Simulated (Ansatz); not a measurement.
# Relaxation of BaGa2H2

Aim: in BaGa2H2, a crystal from a database, its volume scaled a little, relax the atoms in a fixed cell, then read levels, charges and fields where it ends.

Program: Ansatz 0.2.0. Level of theory: DFT, LDA, spin-orbit coupling, plane waves, PAW. These are calculated values, not measurements.

## 1. The cell

Symmetry: P-3m1, No. 164, trigonal system. Conventional cell: a = 4.501 Å, b = 4.501 Å, c = 4.869 Å, α = 90.00°, β = 90.00°, γ = 120.00°. H (site symmetry 3m) has 1 Ga at 1.68 Å as nearest neighbours. Ba (site symmetry -3m) has 6 H at 2.67 Å as nearest neighbours. Around Ga (site symmetry 3m) lie 1 H at 1.68 Å.

Coordinates:

```xyz
5
Lattice="2.2505 3.8979 0.0000 -2.2505 3.8979 0.0000 0.0000 0.0000 4.8692" Properties=species:S:1:pos:R:3 pbc="T T T"
H    -0.0002    2.5987    0.5999
H     0.0002    5.1971    4.2693
Ba    0.0000    0.0000    0.0000
Ga   -0.0002    2.5987    2.2788
Ga    0.0002    5.1971    2.5904
```

The first density is read from a saved solution for the starting cell.

## 2. The relaxation

input.yaml

```yaml
crystal:
  lattice:
    - [2.250463, 3.897913, 0.0]
    - [-2.250463, 3.897913, 0.0]
    - [0.0, 0.0, 4.869161]
  atoms:
    - { symbol: H, position: [0.3333, 0.3334, 0.1232] }
    - { symbol: H, position: [0.6667, 0.6666, 0.8768] }
    - { symbol: Ba, position: [0.0, 0.0, 0.0] }
    - { symbol: Ga, position: [0.3333, 0.3334, 0.468] }
    - { symbol: Ga, position: [0.6667, 0.6666, 0.532] }
  symmetry: { tolerance: 0.0003 }
kpoints:
  mp_grid: { grid: [5, 5, 4], shift: [0, 0, 0] }
magnetization:
  noncollinear: true
  spin_orbit: true
scf:
  occupations: { method: fermi_dirac }
  lower_state_search: "off"
hamiltonian:
  pseudopotentials: { kind: paw_fr }
  xc: lda
basis:
  ecutwfc: 420
  fft_grid_basis: typed
relax:
  max_steps: 40
  f_tol: 0.03
output:
  forces: true
  stress: true
  eigenvalues: true
  bader: true
  populations: true
  elf: true
  write_potential: true
  volumetric_format: npy
  dos:
    e_range: [-12, 8]
    de: 0.05
    projected: { site_lists: { Ba: [Ba], Ga: [Ga], H: [H] } }
    method: { smearing: { sigma: 0.1, scheme: gaussian } }
checkpoint:
  read: saved_state
```

Run with:

```console
ansatz run input.yaml --threads 2 --pin off --max-ram 2560MiB --backend cpu --events-out ev --progress --plain --runs-dir out
```

Log, shortened:

```text
Warning: the atoms were moved onto the symmetric positions of the space group found under crystal.symmetry.tolerance 3.0e-4 (fractional; no operation is sought that the atoms, as they stand in a round, miss by more than twice it, and no atom is moved by as much as it), and the run uses [...]
Warning: output.stress: scf.convergence.dr2_threshold = 1e-7 eV (the SCF's general default) is looser than the 5e-10 eV advised for a printed stress (1e-10 eV for each atom of the cell: 5). What an SCF threshold leaves in a stress goes as its square root, and in the free energy as the [...]
Warning: RAYON_NUM_THREADS=2 ignored (pool sized by the plan → 2); use --threads N
[...]
Pseudopotentials: kind: paw_fr
Pseudopotential: H, paw_fr, valence charge 1, recommended cutoff 420 eV (normal), H.paw.azcp#standard-fr
Pseudopotential: Ba, paw_fr, valence charge 10, recommended cutoff 420 eV (normal), Ba.paw.azcp#standard-fr
Pseudopotential: Ga, paw_fr, valence charge 13, recommended cutoff 420 eV (normal), Ga.paw.azcp#standard-fr
Functional definition: SPW92
[...]
non-collinear run that drives no moment, with spin-orbit: no starting moment large enough to seed its density (crystal.atoms[].spin), no starting occupations that ask for one, no magnetisation constraint and no magnetic field, so the semilocal B_xc is pinned to zero
Crystal: 5 atoms, lattice volume = 85.426 Å³
Basis set: ecut = 420 eV, 1667 PW (Γ)
Bands: 48, of which v1, the nominal top of the filled ones, is band 38 counted from 1 (37 counted from 0)
Symmetry: 12 space group operations + 12 with time reversal
Magnetic group: BNS 164.86 (UNI 1316), of the structure as read, at distance tolerance 1.3e-3 Å
k-points: 17 of 100
Projection manifold: j_resolved (fully-relativistic pseudo-atomic orbitals)
[...]
SCF iter   1: F=—  HF=-13232.064556 eV  |F-HF|=—  |Δ(HF+E_count)|=         —  Δρ=2.08e-3  dr2=1.50e-3  dr2_m=0.00e0 (ungated)  ethr=7.59e-6  |M|=0.00e0 ∫|m|=0.00e0 μB  |m|>n=0.0e0 m-floor=0.0e0 τ_xc=0.0e0  β_m=0.30  ⟨swp⟩=2.2  Hψ=2840  notcnv=0
[...]
spin=Noncollinear: Kerker preconditioning applied to the charge; magnetization (m_x, m_y, m_z) channels mix plain (no charge-response kernel on spin).
[...]
relax step   1: F+E_penalty+E_count = -13232.06285388 eV  Δ(F+E_penalty+E_count) = +0.000e0 eV  max|allowed force component| = 5.031e-2 eV/Å  Δτ_max = 0.0000 Å  (6 SCF iters, accepted)
Projection manifold: j_resolved (fully-relativistic pseudo-atomic orbitals)
[...]
spin=Noncollinear: Kerker preconditioning applied to the charge; magnetization (m_x, m_y, m_z) channels mix plain (no charge-response kernel on spin).
[...]
SCF iter   4: F=—  HF=-13232.062765 eV  |F-HF|=—  |Δ(HF+E_count)|=   2.89e-6  Δρ=2.73e-5  dr2=1.16e-6  dr2_m=0.00e0 (ungated)  ethr=1.21e-8  |M|=0.00e0 ∫|m|=0.00e0 μB  |m|>n=0.0e0 m-floor=0.0e0 τ_xc=0.0e0  β_m=0.77  ⟨swp⟩=2.0  Hψ=683  notcnv=0  defer=26
```

## 3. The log goes on

Output, continued, shortened:

```text
SCF iter   5: F=—  HF=-13232.062764 eV  |F-HF|=—  |Δ(HF+E_count)|=   4.04e-7  Δρ=1.45e-5  dr2=3.32e-7  dr2_m=0.00e0 (ungated)  ethr=3.04e-9  |M|=0.00e0 ∫|m|=0.00e0 μB  |m|>n=0.0e0 m-floor=0.0e0 τ_xc=0.0e0  β_m=0.69  ⟨swp⟩=2.0  Hψ=699  notcnv=0  defer=26
[...]
relax step   2: F+E_penalty+E_count = -13232.06276427 eV  Δ(F+E_penalty+E_count) = +8.961e-5 eV  max|allowed force component| = 2.552e-2 eV/Å  Δτ_max = 0.0107 Å  (6 SCF iters, rejected (line search))
[...]
relax step   3: F+E_penalty+E_count = -13232.06289565 eV  Δ(F+E_penalty+E_count) = -4.177e-5 eV  max|allowed force component| = 3.676e-2 eV/Å  Δτ_max = 0.0051 Å  (6 SCF iters, accepted)
[...]
relax step   4: F+E_penalty+E_count = -13232.06308608 eV  Δ(F+E_penalty+E_count) = -1.904e-4 eV  max|allowed force component| = 1.521e-3 eV/Å  Δτ_max = 0.0048 Å  (5 SCF iters, accepted)
SCF converged after 5 iterations
[...]
    - { symbol: Ba, position: [5.399909642031384e-36, -1.5281757389109515e-35, 3.5626743005146204e-20] }
    - { symbol: Ga, position: [0.33333333333333337, 0.33333333333333337, 0.4690053580228647] }
    - { symbol: Ga, position: [0.6666666666666667, 0.6666666666666667, 0.5309946419771353] }
--- Löwdin populations: 5 sites ---
  site symbol       q [e]
     0      H      1.2161
     1      H      1.2161
     2     Ba      8.1239
     3     Ga     13.5863
     4     Ga     13.5863
  spilling = 0.007136 (of n_electrons = 38.000000)
--- Bader charges: 5 sites ---
  site symbol  charge [e]  shift [e]  m_x [muB]  m_y [muB]  m_z [muB]
     0      H     -0.4829     0.0012     0.0000     0.0000     0.0000
     1      H     -0.4829     0.0012     0.0000     0.0000     0.0000
     2     Ba      1.2476     0.0000     0.0000     0.0000     0.0000
     3     Ga     -0.1408     0.0012     0.0000     0.0000     0.0000
     4     Ga     -0.1408     0.0012     0.0000     0.0000     0.0000
  estimated error of the sums over rays = 6.4e-4 e
```

Wall time 61 s (2 threads of Arm Neoverse V1, shared host); peak memory 0.62 GiB.

Relaxation path:

```csv
step,energy from step 1 (eV/cell),largest force component (eV/Å)
1,0.0000,0.0503
2x,0.0001,0.0255
3,0.0000,0.0368
4,-0.0002,0.0015
```

Step 1 is the start. 1 step was tried and not accepted (marked x).

## 4. States by energy

Counts of states in windows (eV from the Fermi level; Gaussian smearing of 0.1 eV), total and projected:

```csv
from,to,total,Ga s,Ga p,H s
-4.5,-4.0,0.01,0.00,0.00,0.01
-4.0,-3.5,0.24,0.02,0.11,0.08
-3.5,-3.0,1.26,0.15,0.59,0.39
-3.0,-2.5,1.41,0.12,0.65,0.51
-2.5,-2.0,0.70,0.09,0.39,0.17
-2.0,-1.5,0.74,0.05,0.54,0.09
-1.5,-1.0,0.87,0.04,0.74,0.04
-1.0,-0.5,0.50,0.00,0.46,0.00
-0.5,0.0,0.28,0.00,0.24,0.00
0.0,0.5,0.18,0.03,0.10,0.01
0.5,1.0,0.43,0.05,0.21,0.05
1.0,1.5,0.48,0.08,0.24,0.04
```

The bands computed are complete only to about 2.1 eV above the Fermi level.

## 5. Charges

By element, from the tables in the log (a charge is positive for electrons lost): Löwdin charges also hold the electrons that the projection spills.

```csv
element,atoms,Bader charge (e),Bader volume (Å³),Löwdin charge (e)
H,2,-0.48,8.1,-0.22
Ba,1,+1.25,25.9,+1.88
Ga,2,-0.14,21.7,-0.59
```

Löwdin charges rest on a small set of atomic orbitals that misses 0.7 % of the electrons, so they need not add up to the cell's charge and can differ from Bader's even in sign.

## 6. Fields in real space

Maps in the plane spanned by b and c at height 0.667 along a (axes of the input's cell), one cell: b runs left to right (14 points from zero), c bottom to top (15 points), 90° apart. Inside the augmentation spheres the fields are the smooth ones.

Valence density. Values in e/Å³, 15 rows by 14 columns:
```
 0.10  0.16  0.21  0.20  0.14  0.09  0.10  0.17  0.40  0.83  0.69  0.30  0.14  0.09
 0.09  0.11  0.13  0.13  0.10  0.08  0.11  0.22  0.59  1.59  1.19  0.41  0.17  0.09
 0.07  0.08  0.09  0.08  0.07  0.08  0.11  0.22  0.48  0.84  0.74  0.37  0.17  0.09
 0.08  0.08  0.07  0.08  0.08  0.09  0.13  0.23  0.41  0.58  0.54  0.34  0.19  0.11
 0.11  0.10  0.09  0.09  0.10  0.12  0.18  0.34  0.72  1.30  1.12  0.56  0.27  0.15
 0.15  0.13  0.12  0.12  0.13  0.16  0.26  0.62  3.04 13.70  9.71  1.58  0.44  0.21
 0.18  0.16  0.15  0.15  0.16  0.20  0.32  0.85  7.72 45.80 31.10  3.21  0.56  0.26
 0.18  0.16  0.16  0.16  0.16  0.19  0.29  0.66  3.38 15.80 11.10  1.72  0.47  0.25
 0.15  0.14  0.14  0.14  0.14  0.16  0.22  0.37  0.78  1.46  1.25  0.60  0.30  0.19
 0.11  0.11  0.11  0.11  0.11  0.12  0.14  0.19  0.28  0.36  0.34  0.25  0.17  0.13
 0.08  0.09  0.09  0.09  0.09  0.08  0.09  0.10  0.12  0.14  0.14  0.12  0.10  0.08
 0.07  0.10  0.11  0.11  0.09  0.07  0.06  0.06  0.07  0.07  0.07  0.07  0.06  0.06
 0.09  0.13  0.16  0.15  0.11  0.07  0.05  0.05  0.06  0.06  0.06  0.05  0.05  0.06
 0.10  0.17  0.23  0.21  0.15  0.09  0.06  0.06  0.08  0.10  0.10  0.08  0.06  0.07
 0.12  0.19  0.25  0.23  0.16  0.10  0.08  0.11  0.18  0.27  0.24  0.15  0.09  0.08
```

ELF less spin currents. Values, 15 rows by 14 columns:
```
0.11 0.26 0.38 0.35 0.20 0.08 0.12 0.72 0.99 1.00 1.00 0.96 0.45 0.08
0.07 0.13 0.20 0.18 0.10 0.07 0.20 0.82 0.99 1.00 1.00 0.98 0.61 0.11
0.07 0.07 0.08 0.07 0.06 0.08 0.24 0.69 0.93 0.98 0.97 0.88 0.53 0.16
0.14 0.11 0.10 0.10 0.12 0.17 0.28 0.39 0.44 0.47 0.46 0.42 0.35 0.23
0.34 0.31 0.28 0.29 0.32 0.35 0.33 0.26 0.24 0.19 0.20 0.26 0.27 0.35
0.51 0.48 0.45 0.46 0.50 0.51 0.34 0.27 0.11 0.04 0.04 0.17 0.29 0.41
0.58 0.52 0.46 0.47 0.55 0.58 0.37 0.26 0.06 0.36 0.07 0.11 0.30 0.46
0.58 0.48 0.41 0.43 0.52 0.59 0.42 0.30 0.11 0.04 0.04 0.18 0.33 0.51
0.51 0.40 0.34 0.35 0.44 0.55 0.51 0.34 0.28 0.21 0.23 0.31 0.38 0.55
0.34 0.25 0.21 0.22 0.27 0.39 0.49 0.43 0.34 0.33 0.33 0.36 0.47 0.47
0.14 0.11 0.10 0.10 0.12 0.17 0.27 0.38 0.40 0.39 0.39 0.40 0.35 0.23
0.07 0.08 0.08 0.08 0.07 0.07 0.09 0.14 0.18 0.20 0.19 0.17 0.12 0.08
0.07 0.12 0.15 0.14 0.10 0.06 0.04 0.06 0.10 0.12 0.12 0.09 0.05 0.04
0.11 0.22 0.30 0.28 0.18 0.08 0.05 0.11 0.34 0.53 0.49 0.24 0.07 0.05
0.13 0.30 0.41 0.39 0.24 0.09 0.07 0.36 0.89 0.97 0.96 0.77 0.19 0.06
```

Atoms within 0.2 Å of the plane, in fractions of b and c: H at (0.67, 0.88), Ga at (0.67, 0.53).

At the density minimum on some short contacts:

```csv
contact,length (Å),minimum at (fraction),density (e/Å³),ELF less spin currents
H1–Ga4,1.683,0.40,0.594,0.52
```

```
fraction  H1–Ga4
     0.2    0.96
     0.3    0.69
     0.4   0.594
     0.5   0.699
     0.6    1.27
     0.7    4.13
     0.8    15.3
```

(Smooth valence density in e/Å³ at fractions of each contact.)

## 7. Summary of results

| quantity | value |
| --- | --- |
| moves | 2 |
| energy gained | 0.0 meV/atom |
| largest move | 0.00 Å |
| space group (0.01 Å), before / after | P-3m1 / P-3m1 |
| pressure left in the fixed cell | -2.9 GPa |
| character | metal |
| density of states, mean within 0.25 eV of the Fermi level | 0.43 per eV per cell |
| Bader charges | H -0.48, Ba +1.25, Ga -0.14 e |
| moments | none |

What this shows: In the fixed cell the atoms end where they began within the cell. The fixed cell still holds a mean pressure of -2.9 GPa, so it would shrink if let free. The run held to 12 symmetry operations, so a lower structure without them is not ruled out. Bands cross the Fermi level: a metal; within 0.25 eV of the Fermi level the density of states averages 0.43 per eV per cell, mostly Ga p (64 %). By Bader's partition Ba gives up most (+1.25 e) and H takes most (-0.48 e). No moment forms. No starting moment was given, so this is set by the input, not found.

Limits of this run: the k mesh is coarse for a cell without a gap; the SCF threshold is loose for a stress.
